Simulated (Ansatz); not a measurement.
# Ba3Si (antiAuCu3): other levels of theory at one geometry

An exercise on one series of results from a longer session: the logs are not shown, and one member is left open.

Computed with Ansatz 0.2.0 (DFT at several levels, plane waves, PAW, unless a step's input says otherwise).

2 further runs of the same task are left out: 2 that didn't finish. Runs told in other sessions of the task aren't counted.

### The system as given

It takes space group Pm-3m (No. 221, cubic). The conventional cell has a = 5.383 Å, b = 5.383 Å, c = 5.383 Å, α = 90.00°, β = 90.00°, γ = 90.00°. Around Ba (site symmetry 4/mmm) lie 8 Ba at 3.81 Å and 4 Si at 3.81 Å. Around Si (site symmetry m-3m) lie 12 Ba at 3.81 Å.

Coordinates:

```cif
data_structure
_symmetry_space_group_name_H-M 'P 1'
_symmetry_Int_Tables_number 1
_cell_length_a 5.3834
_cell_length_b 5.3834
_cell_length_c 5.3834
_cell_angle_alpha 90.000
_cell_angle_beta 90.000
_cell_angle_gamma 90.000
_cell_volume 156.01
loop_
_atom_site_label
_atom_site_type_symbol
_atom_site_fract_x
_atom_site_fract_y
_atom_site_fract_z
_atom_site_occupancy
Ba1 Ba 0.00000 0.50000 0.50000 1
Ba2 Ba 0.50000 0.50000 0.00000 1
Ba3 Ba 0.50000 0.00000 0.50000 1
Si1 Si 0.00000 0.00000 0.00000 1
```

This cell comes from an earlier session at PBE: 39.003 Å³/atom at 0.00 GPa, on a 6×6×6 mesh, no gap.

Levels to run: PBE+SOC; r²SCAN; PBEsol; LDA. Hardware: 2 threads of Arm Neoverse V2, shared host.

Set-up of the first run:

The input, input.yaml:

```yaml
crystal:
  lattice:
    - [5.3833561179, 0.0, 0.0]
    - [0.0, 5.3833561179, 0.0]
    - [0.0, 0.0, 5.3833561179]
  atoms:
    - { symbol: Ba, position: [0.0, 0.5, 0.5] }
    - { symbol: Ba, position: [0.5, 0.5, 0.0] }
    - { symbol: Ba, position: [0.5, 0.0, 0.5] }
    - { symbol: Si, position: [0.0, 0.0, 0.0] }
basis:
  ecutwfc: 420
  ecutrho_ratio: 4
kpoints:
  mp_grid: { grid: [6, 6, 6] }
hamiltonian:
  xc: pbe
scf:
  occupations: { method: gaussian, width: 0.05 }
output:
  forces: true
  stress: true
  eigenvalues: true
  populations: true
  dos: { projected: true, de: 0.02 }
  write_density: true
  write_potential: true
  elf: true
  volumetric_format: npy
magnetization:
  noncollinear: true
  spin_orbit: true
```

Started as:

```sh
> ansatz run input.yaml --threads 2 --pin off --max-ram 2662MiB --backend cpu --events-out ev --progress --plain --runs-dir out
```

Among the steps run: PBE+SOC; r²SCAN; PBEsol; LDA.

One of the session's tables, all rows but one given; the rest of the session is left out.

| level | pressure (GPa) |
| --- | --- |
| PBE | 0.0 |
| LDA | ? |
| PBEsol | -1.5 |
| PBE+SOC | 0.0 |
| r²SCAN | 0.0 |

**Question.** Estimate the row for LDA.

As computed: pressure (GPa): -2.5. In the column «pressure (GPa)» it is the lowest.

The pressure runs from -2.5 GPa (LDA) to 0.0 GPa (PBE+SOC); a negative pressure means that level wants a smaller cell, a positive one a larger cell. Total energies of different levels have different zeros and can't be compared.
